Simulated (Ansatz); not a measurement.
# CH6OSSi: basis-set convergence

One table from this session's results is given with a row withheld; the runs are named, their logs left out.

The runs use Ansatz 0.2.0, Gaussian basis; one geometry, several basis sets.

Levels to be run: PBE0-D4/def2-SVP; ωB97M-V/def2-SVP; PBE0-D4/def2-QZVPP; ωB97M-V/def2-QZVPP; the functionals' def2-TZVPP values are taken from earlier runs.

## The relaxed structure

The geometry comes from an earlier relaxation with PBE0-D4 in a triple-zeta def2 set; it is a stationary point, not always the lowest conformer.

SMILES `[SiH3]OCS`, 10 atoms, charge 0, spin multiplicity 1.

Atoms are counted from 1 here; the program's logs count them from 0.

Bond lengths: Si1–O2 1.649 Å, Si1–H5 1.479 Å, Si1–H6 1.489 Å, Si1–H7 1.489 Å, O2–C3 1.400 Å, C3–S4 1.798 Å, C3–H8 1.096 Å, C3–H9 1.095 Å, S4–H10 1.343 Å. Angles: O2–Si1–H5 106.2°, O2–Si1–H6 110.5°, O2–Si1–H7 110.7°, H5–Si1–H6 110.6°, H5–Si1–H7 110.7°, H6–Si1–H7 108.2°, Si1–O2–C3 122.6°, O2–C3–S4 112.1°, O2–C3–H8 111.3°, O2–C3–H9 111.0°, S4–C3–H8 104.6°, S4–C3–H9 109.2°, H8–C3–H9 108.3°, C3–S4–H10 96.4°.

Set-up of the first run:

File in.yaml:

```yaml
crystal:
  periodic: [false, false, false]
  atoms:
    - {symbol: Si, position_ang: [0.135726, 1.632872, -0.205137]}
    - {symbol: O, position_ang: [-0.139493, 0.055515, -0.600053]}
    - {symbol: C, position_ang: [-0.245312, -0.955032, 0.363495]}
    - {symbol: S, position_ang: [-0.553054, -2.565173, -0.374832]}
    - {symbol: H, position_ang: [0.206574, 2.372741, -1.483953]}
    - {symbol: H, position_ang: [1.412839, 1.766492, 0.549625]}
    - {symbol: H, position_ang: [-0.964603, 2.160814, 0.647822]}
    - {symbol: H, position_ang: [-1.102165, -0.786177, 1.026352]}
    - {symbol: H, position_ang: [0.659483, -1.007649, 0.977354]}
    - {symbol: H, position_ang: [0.673004, -2.725604, -0.897873]}
basis:
  gaussian: {orbitals: def2-SVP}
hamiltonian: {xc: pbe0, dispersion: d4}
output: {orbitals: {seedname: orbitals}}
```

Started as:

```console
> ansatz run in.yaml --threads 2 --pin off --events-out ev --progress --plain --max-ram 4352MiB
```

Steps of the session up to this table: PBE0-D4 in def2-SVP; ωB97M-V in def2-SVP; PBE0-D4 in def2-QZVPP; ωB97M-V in def2-QZVPP.

One table of the session follows, with a row left open; its other results are not shown here.

It belongs to the step «Functionals by basis». 

```
functional       basis  HOMO (eV)  LUMO (eV)
   PBE0-D4    def2-SVP      -7.06       0.56
   PBE0-D4  def2-TZVPP      -7.22       0.03
   PBE0-D4  def2-QZVPP          ?          ?
   ωB97M-V    def2-SVP      -9.29       2.46
   ωB97M-V  def2-TZVPP      -9.48       1.70
   ωB97M-V  def2-QZVPP      -9.52       1.30
```

**Question.** Estimate the row for PBE0-D4, def2-QZVPP.

As computed: HOMO (eV): -7.26; LUMO (eV): -0.16. In the column «HOMO (eV)» it lies between ωB97M-V, def2-SVP (-9.29) and PBE0-D4, def2-TZVPP (-7.22).
